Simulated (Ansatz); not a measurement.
# C₂H₈CuNS: basis-set convergence

The task here is to estimate one member of a computed series from the others.

Computed with Ansatz 0.2.0, Gaussian basis. Level: one geometry, several basis sets.

Levels to be run: PBE0-D4/def2-SVP; ωB97M-V/def2-SVP; PBE0-D4/def2-QZVPP; ωB97M-V/def2-QZVPP; the functionals' def2-TZVPP values are taken from earlier runs.

## The geometry

An earlier PBE0-D4 in a triple-zeta def2 set relaxation fixed the geometry.

SMILES `C[S+](C)[Cu-][NH2]`, 13 atoms, charge 0, spin multiplicity 1.

Atoms are counted from 1 here; the program's logs count them from 0.

Bond lengths: C1–S2 1.801 Å, C1–H6 1.089 Å, C1–H7 1.089 Å, C1–H8 1.091 Å, S2–C3 1.800 Å, S2–Cu4 2.165 Å, C3–H9 1.089 Å, C3–H10 1.089 Å, C3–H11 1.091 Å, Cu4–N5 1.822 Å, N5–H12 1.014 Å, N5–H13 1.014 Å. Angles: S2–C1–H6 111.0°, S2–C1–H7 106.9°, S2–C1–H8 109.6°, H6–C1–H7 109.3°, H6–C1–H8 110.5°, H7–C1–H8 109.4°, C1–S2–C3 100.2°, C1–S2–Cu4 106.9°, C3–S2–Cu4 106.7°, S2–C3–H9 111.0°, S2–C3–H10 107.0°, S2–C3–H11 109.5°, H9–C3–H10 109.3°, H9–C3–H11 110.5°, H10–C3–H11 109.4°, S2–Cu4–N5 175.4°, Cu4–N5–H12 114.7°, Cu4–N5–H13 114.0° and more.

The first run:

Input file in.yaml:

```yaml
crystal:
  periodic: [false, false, false]
  atoms:
    - {symbol: C, position_ang: [-1.249373, -1.487075, -0.204062]}
    - {symbol: S, position_ang: [0.128433, -0.557093, -0.896445]}
    - {symbol: C, position_ang: [1.481573, -1.200391, 0.100636]}
    - {symbol: Cu, position_ang: [-0.149258, 1.508385, -0.311484]}
    - {symbol: N, position_ang: [-0.525431, 3.229560, 0.154316]}
    - {symbol: H, position_ang: [-1.345471, -1.303338, 0.865307]}
    - {symbol: H, position_ang: [-2.150311, -1.143072, -0.710552]}
    - {symbol: H, position_ang: [-1.107516, -2.550975, -0.398283]}
    - {symbol: H, position_ang: [1.301535, -1.027471, 1.160967]}
    - {symbol: H, position_ang: [2.381699, -0.667768, -0.203488]}
    - {symbol: H, position_ang: [1.605977, -2.265849, -0.097124]}
    - {symbol: H, position_ang: [-0.167707, 3.510463, 1.060539]}
    - {symbol: H, position_ang: [-0.183750, 3.919723, -0.505528]}
basis:
  gaussian: {orbitals: def2-SVP}
hamiltonian: {xc: pbe0, dispersion: d4}
output: {orbitals: {seedname: orbitals}}
```

The run is started by

```
$ ansatz run in.yaml --threads 8 --pin off --events-out ev --progress --plain --max-ram 18278MiB
```

Steps of the session up to this table: PBE0-D4 in def2-SVP; ωB97M-V in def2-SVP; PBE0-D4 in def2-QZVPP; ωB97M-V in def2-QZVPP.

One of the session's tables, all rows but one given; the rest of the session is left out.

```
functional       basis  HOMO (eV)  LUMO (eV)
   PBE0-D4    def2-SVP      -4.47       0.40
   PBE0-D4  def2-TZVPP          ?          ?
   PBE0-D4  def2-QZVPP      -5.17      -0.38
   ωB97M-V    def2-SVP      -6.78       1.64
   ωB97M-V  def2-TZVPP      -7.39       1.42
   ωB97M-V  def2-QZVPP      -7.50       0.79
```

**Question.** Estimate the row for PBE0-D4, def2-TZVPP.

The run gave: HOMO (eV): -5.06; LUMO (eV): -0.13. In the column «HOMO (eV)» it lies between PBE0-D4, def2-QZVPP (-5.17) and PBE0-D4, def2-SVP (-4.47).
